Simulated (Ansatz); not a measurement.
**Cl₃HOSi: up Jacob's ladder to CCSD(T)**

An exercise on one series of results from a longer session: the logs are not shown, and one member is left open.

Method: functionals in def2-TZVPP, the program's frozen cores in correlated methods; program: Ansatz 0.2.0, Gaussian basis.

Levels to be run: LDA (SPW92), PBE-D4, revPBE-D4, BLYP-D4, r2SCAN-D4, B97M-V, PBE0-D4, B3LYP-D4, r2SCANh-D4, r2SCAN0-D4, HSE06-D4, BHLYP-D4, CAM-B3LYP-D4, LC-ωPBE, ωB97X-V, ωB97M-V, B2PLYP, PBE-QIDH; CCSD(T)/def2-SVP; CCSD(T)/def2-TZVPP; MP2/def2-QZVPP; extrapolation to the limit; RPA on PBE.

### Structure used throughout

The geometry comes from an earlier relaxation with PBE0-D4 in a triple-zeta def2 set; it is a stationary point.

6 atoms, charge 0, spin multiplicity 1.

Atoms are counted from 1 here; the program's logs count them from 0.

Bond lengths: O1–Si2 1.616 Å, O1–H6 0.960 Å, Si2–Cl3 2.031 Å, Si2–Cl4 2.031 Å, Si2–Cl5 2.017 Å. Angles: Si2–O1–H6 118.4°, O1–Si2–Cl3 111.3°, O1–Si2–Cl4 111.3°, O1–Si2–Cl5 106.6°, Cl3–Si2–Cl4 107.8°, Cl3–Si2–Cl5 109.9°, Cl4–Si2–Cl5 109.9°.

As a file:

```
O    -0.77852    0.45613    0.98616
Si    0.18586    0.04896   -0.24559
Cl    1.81966   -0.96910    0.40184
Cl   -0.78704   -1.12666   -1.58595
Cl    0.75432    1.77159   -1.12680
H    -1.15228   -0.24501    1.52425
```

Set-up of the first run:

Input file in.yaml:

```yaml
crystal:
  periodic: [false, false, false]
  atoms:
    - {symbol: O, position_ang: [-0.778520, 0.456126, 0.986157]}
    - {symbol: Si, position_ang: [0.185861, 0.048964, -0.245593]}
    - {symbol: Cl, position_ang: [1.819661, -0.969104, 0.401841]}
    - {symbol: Cl, position_ang: [-0.787037, -1.126660, -1.585954]}
    - {symbol: Cl, position_ang: [0.754316, 1.771588, -1.126802]}
    - {symbol: H, position_ang: [-1.152281, -0.245014, 1.524252]}
basis:
  gaussian: {orbitals: def2-TZVPP}
hamiltonian: {xc: lda}
output: {orbitals: {seedname: orbitals}}
```

Among the steps run: LDA; PBE-D4 (GGA); revPBE-D4 (GGA); BLYP-D4 (GGA); r2SCAN-D4 (meta-GGA); B97M-V (meta-GGA); PBE0-D4 (hybrid); B3LYP-D4 (hybrid); r2SCANh-D4 (hybrid); r2SCAN0-D4 (hybrid); HSE06-D4 (hybrid); BHLYP-D4 (hybrid); CAM-B3LYP-D4 (range-separated); LC-ωPBE-D4 (range-separated; the results give it without D4); ωB97X-V (range-separated); ωB97M-V (range-separated); B2PLYP (double hybrid); PBE-QIDH (double hybrid).

One of the session's tables, all rows but one given; the rest of the session is left out.

It belongs to the step «Orbital energies across the functionals». 

```
  functional  HOMO (eV)  gap (eV)
 LDA (SPW92)      -8.02      6.73
      PBE-D4      -7.88      6.84
   revPBE-D4      -7.82      6.90
     BLYP-D4      -7.70      6.74
   r2SCAN-D4      -8.27      7.68
      B97M-V      -8.36      7.79
     PBE0-D4      -9.32      9.30
    B3LYP-D4      -9.02      8.70
  r2SCANh-D4      -8.79      8.55
  r2SCAN0-D4      -9.57      9.84
    HSE06-D4      -8.92      8.52
    BHLYP-D4     -10.59     11.52
CAM-B3LYP-D4     -10.68     11.67
     LC-ωPBE          ?         ?
     ωB97X-V     -11.74     13.91
     ωB97M-V     -11.56     13.35
```

**Question.** Estimate the row for LC-ωPBE.

**Answer.** HOMO (eV): -12.15; gap (eV): 14.49. In the column «HOMO (eV)» it is the lowest.
